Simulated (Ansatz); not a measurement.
# ClH3O3Sn: a ladder of functionals and wavefunction methods

The task here is to estimate one member of a computed series from the others.

Program: Ansatz 0.2.0, Gaussian basis. Level of theory: functionals in def2-TZVPP, the program's frozen cores in correlated methods. These are calculated values, not measurements.

Levels to be run: LDA (SPW92), PBE-D4, revPBE-D4, BLYP-D4, r2SCAN-D4, B97M-V, PBE0-D4, B3LYP-D4, r2SCANh-D4, r2SCAN0-D4, HSE06-D4, BHLYP-D4, CAM-B3LYP-D4, LC-ωPBE, ωB97X-V, ωB97M-V, B2PLYP, PBE-QIDH; CCSD(T)/def2-SVP; CCSD(T)/def2-TZVPP; MP2/def2-QZVPP; extrapolation to the limit; RPA on PBE.

## The relaxed structure

The geometry comes from an earlier relaxation with PBE0-D4 in a triple-zeta def2 set; it is a stationary point, not always the lowest conformer. Sn takes the def2 core potential; no spin-orbit term is included.

SMILES `[OH][Sn]([OH])([OH])[Cl]`, 8 atoms, charge 0, spin multiplicity 1.

Atoms are counted from 1 here; the program's logs count them from 0.

Bond lengths: O1–Sn2 1.940 Å, O1–H6 0.962 Å, Sn2–O3 1.939 Å, Sn2–O4 1.933 Å, Sn2–Cl5 2.305 Å, O3–H7 0.961 Å, O4–H8 0.962 Å. Angles: Sn2–O1–H6 112.7°, O1–Sn2–O3 108.6°, O1–Sn2–O4 113.0°, O1–Sn2–Cl5 107.2°, O3–Sn2–O4 105.6°, O3–Sn2–Cl5 113.6°, O4–Sn2–Cl5 109.0°, Sn2–O3–H7 113.0°, Sn2–O4–H8 111.5°.

Set-up of the first run:

in.yaml reads:

```yaml
crystal:
  periodic: [false, false, false]
  atoms:
    - {symbol: O, position_ang: [-0.969030, 0.897603, 1.251386]}
    - {symbol: Sn, position_ang: [-0.035069, 0.065539, -0.231443]}
    - {symbol: O, position_ang: [1.708573, -0.516751, 0.384844]}
    - {symbol: O, position_ang: [-0.916592, -1.527437, -0.881243]}
    - {symbol: Cl, position_ang: [0.060177, 1.616336, -1.933567]}
    - {symbol: H, position_ang: [-1.432445, 1.699785, 0.993993]}
    - {symbol: H, position_ang: [2.050365, 0.018274, 1.106879]}
    - {symbol: H, position_ang: [-0.373778, -2.310449, -0.746649]}
basis:
  gaussian: {orbitals: def2-TZVPP}
hamiltonian: {xc: lda}
output: {orbitals: {seedname: orbitals}}
```

The run is started by

```sh
> ansatz run in.yaml --threads 4 --pin off --events-out ev --progress --plain --max-ram 10444MiB
```

Among the steps run: LDA; PBE-D4 (GGA); revPBE-D4 (GGA); BLYP-D4 (GGA); r2SCAN-D4 (meta-GGA); B97M-V (meta-GGA); PBE0-D4 (hybrid); B3LYP-D4 (hybrid); r2SCANh-D4 (hybrid); r2SCAN0-D4 (hybrid); HSE06-D4 (hybrid); BHLYP-D4 (hybrid); CAM-B3LYP-D4 (range-separated); LC-ωPBE (range-separated); ωB97X-V (range-separated); ωB97M-V (range-separated); B2PLYP (double hybrid); PBE-QIDH (double hybrid).

One table of the session follows, with a row left open; its other results are not shown here.

It belongs to the step «Frontier levels by functional». 

| functional | HOMO (eV) | LUMO (eV) | gap (eV) |
| --- | --- | --- | --- |
| LDA (SPW92) | -7.77 | -3.31 | 4.46 |
| PBE-D4 | -7.55 | -2.97 | 4.58 |
| revPBE-D4 | -7.47 | -2.84 | 4.63 |
| BLYP-D4 | -7.45 | -2.95 | 4.50 |
| r2SCAN-D4 | -7.97 | -2.72 | 5.25 |
| B97M-V | -8.04 | -2.72 | 5.32 |
| PBE0-D4 | -9.30 | -2.01 | 7.29 |
| B3LYP-D4 | -9.01 | -2.36 | 6.65 |
| r2SCANh-D4 | ? | ? | ? |
| r2SCAN0-D4 | -9.60 | -1.86 | 7.74 |
| HSE06-D4 | -8.89 | -2.38 | 6.51 |
| BHLYP-D4 | -10.80 | -1.07 | 9.73 |
| CAM-B3LYP-D4 | -10.79 | -1.04 | 9.75 |
| LC-ωPBE | -12.22 | 0.31 | 12.53 |
| ωB97X-V | -11.84 | 0.15 | 11.98 |
| ωB97M-V | -11.73 | -0.02 | 11.71 |

Estimate the missing values for r2SCANh-D4.

Worked estimate for «HOMO (eV)». Against the share of exact exchange, r2SCAN-D4 (0, -7.97), r2SCAN0-D4 (0.25, -9.60) give a slope of -6.52 per unit share; at 0.1 the line stands at -8.62.

The run gave: HOMO (eV): -8.62; LUMO (eV): -2.38; gap (eV): 6.25. In «HOMO (eV)» the line misses by 0.00.
